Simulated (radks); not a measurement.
# Fractional charge and spin in the 4s shell of rubidium

Aim: the energy as the spin-up occupation of 4s runs from 0 to 1 and the spin-down one from 0 to 1, against the two flat planes that join the four corners. Added charge counts from the emptiest corner (up 0, down 0).

The numbers are computed with radks (a radial shooting solver on a logarithmic mesh, Libxc functionals) version 1 (scalar-relativistic Kohn-Sham, PBE, spin-polarised, spherical densities, finite nucleus), except any that are marked as measured or tabulated.

## 1. What is computed

| Item | Value |
| --- | --- |
| element | rubidium (Z = 37) |
| configuration | [Ar] 3d10 4p(up 2.5, down 2.5) 4s(up 1, down 1) |
| nuclear rms radius | 4.2036 fm |

A shell typed twice in an input gives spin up, then spin down.

## 2. 4s: up 1, down 1

The run's settings:

```text
Z 37
configuration [Ar] 3d10 4p2.5 4p2.5 4s1 4s1
relativity scalar-relativistic
functional pbe,pbe
spin polarised
nucleus finite rms 4.2036 fm
c 137.035999084
```

## 3. 4s: up 1, down 0.75

The run's settings:

```text
Z 37
configuration [Ar] 3d10 4p2.5 4p2.5 4s1 4s0.75
relativity scalar-relativistic
functional pbe,pbe
spin polarised
nucleus finite rms 4.2036 fm
c 137.035999084
```

## 4. 4s: up 1, down 0.5

The run's settings:

```text
Z 37
configuration [Ar] 3d10 4p2.5 4p2.5 4s1 4s0.5
relativity scalar-relativistic
functional pbe,pbe
spin polarised
nucleus finite rms 4.2036 fm
c 137.035999084
```

## 5. 4s: up 1, down 0.25

The run's settings:

```text
Z 37
configuration [Ar] 3d10 4p2.5 4p2.5 4s1 4s0.25
relativity scalar-relativistic
functional pbe,pbe
spin polarised
nucleus finite rms 4.2036 fm
c 137.035999084
```

## 6. 4s: up 1, down 0

The run's settings:

```text
Z 37
configuration [Ar] 3d10 4p2.5 4p2.5 4s1 4s0
relativity scalar-relativistic
functional pbe,pbe
spin polarised
nucleus finite rms 4.2036 fm
c 137.035999084
```

## 7. 4s: up 0.75, down 0.75

The run's settings:

```text
Z 37
configuration [Ar] 3d10 4p2.5 4p2.5 4s0.75 4s0.75
relativity scalar-relativistic
functional pbe,pbe
spin polarised
nucleus finite rms 4.2036 fm
c 137.035999084
```

## 8. 4s: up 0.75, down 0.5

The run's settings:

```text
Z 37
configuration [Ar] 3d10 4p2.5 4p2.5 4s0.75 4s0.5
relativity scalar-relativistic
functional pbe,pbe
spin polarised
nucleus finite rms 4.2036 fm
c 137.035999084
```

## 9. 4s: up 0.75, down 0.25

The run's settings:

```text
Z 37
configuration [Ar] 3d10 4p2.5 4p2.5 4s0.75 4s0.25
relativity scalar-relativistic
functional pbe,pbe
spin polarised
nucleus finite rms 4.2036 fm
c 137.035999084
```

## 10. 4s: up 0.75, down 0

The run's settings:

```text
Z 37
configuration [Ar] 3d10 4p2.5 4p2.5 4s0.75 4s0
relativity scalar-relativistic
functional pbe,pbe
spin polarised
nucleus finite rms 4.2036 fm
c 137.035999084
```

## 11. 4s: up 0.5, down 0.5

The run's settings:

```text
Z 37
configuration [Ar] 3d10 4p2.5 4p2.5 4s0.5 4s0.5
relativity scalar-relativistic
functional pbe,pbe
spin polarised
nucleus finite rms 4.2036 fm
c 137.035999084
```

## 12. 4s: up 0.5, down 0.25

The run's settings:

```text
Z 37
configuration [Ar] 3d10 4p2.5 4p2.5 4s0.5 4s0.25
relativity scalar-relativistic
functional pbe,pbe
spin polarised
nucleus finite rms 4.2036 fm
c 137.035999084
```

## 13. 4s: up 0.5, down 0

The run's settings:

```text
Z 37
configuration [Ar] 3d10 4p2.5 4p2.5 4s0.5 4s0
relativity scalar-relativistic
functional pbe,pbe
spin polarised
nucleus finite rms 4.2036 fm
c 137.035999084
```

## 14. 4s: up 0.25, down 0.25

The run's settings:

```text
Z 37
configuration [Ar] 3d10 4p2.5 4p2.5 4s0.25 4s0.25
relativity scalar-relativistic
functional pbe,pbe
spin polarised
nucleus finite rms 4.2036 fm
c 137.035999084
```

## 15. 4s: up 0.25, down 0

The run's settings:

```text
Z 37
configuration [Ar] 3d10 4p2.5 4p2.5 4s0.25 4s0
relativity scalar-relativistic
functional pbe,pbe
spin polarised
nucleus finite rms 4.2036 fm
c 137.035999084
```

## 16. 4s: up 0, down 0

The run's settings:

```text
Z 37
configuration [Ar] 3d10 4p2.5 4p2.5 4s0 4s0
relativity scalar-relativistic
functional pbe,pbe
spin polarised
nucleus finite rms 4.2036 fm
c 137.035999084
```

Q: Predict the outcome of this session. Wanted: for each run, down \ up; 0; 0.25; 0.5; 0.75; 1.

**Answer**, as computed:

| down \ up | 0 | 0.25 | 0.5 | 0.75 | 1 |
| --- | --- | --- | --- | --- | --- |
| 0 | 0.000 | -1.370 | -1.822 | -1.362 | 0.000 |
| 0.25 | -1.370 | -1.739 | -1.201 | 0.237 | -1.296 |
| 0.5 | -1.822 | -1.201 | 0.315 | -1.142 | -1.721 |
| 0.75 | -1.362 | 0.237 | -1.142 | -1.646 | -1.286 |
| 1 | 0.000 | -1.296 | -1.721 | -1.286 | 0.000 |

In words: The table gives the energy in eV minus the planes, whose edge runs along up + down = one added electron; mirror points follow by spin symmetry. With half an added electron in each spin it lies 0.32 eV above the planes. With half an electron added in spin up alone it lies 1.82 eV below them. The planes are only a guide here: the condition holds for ground states with one frontier orbital, and this shell lies below others.
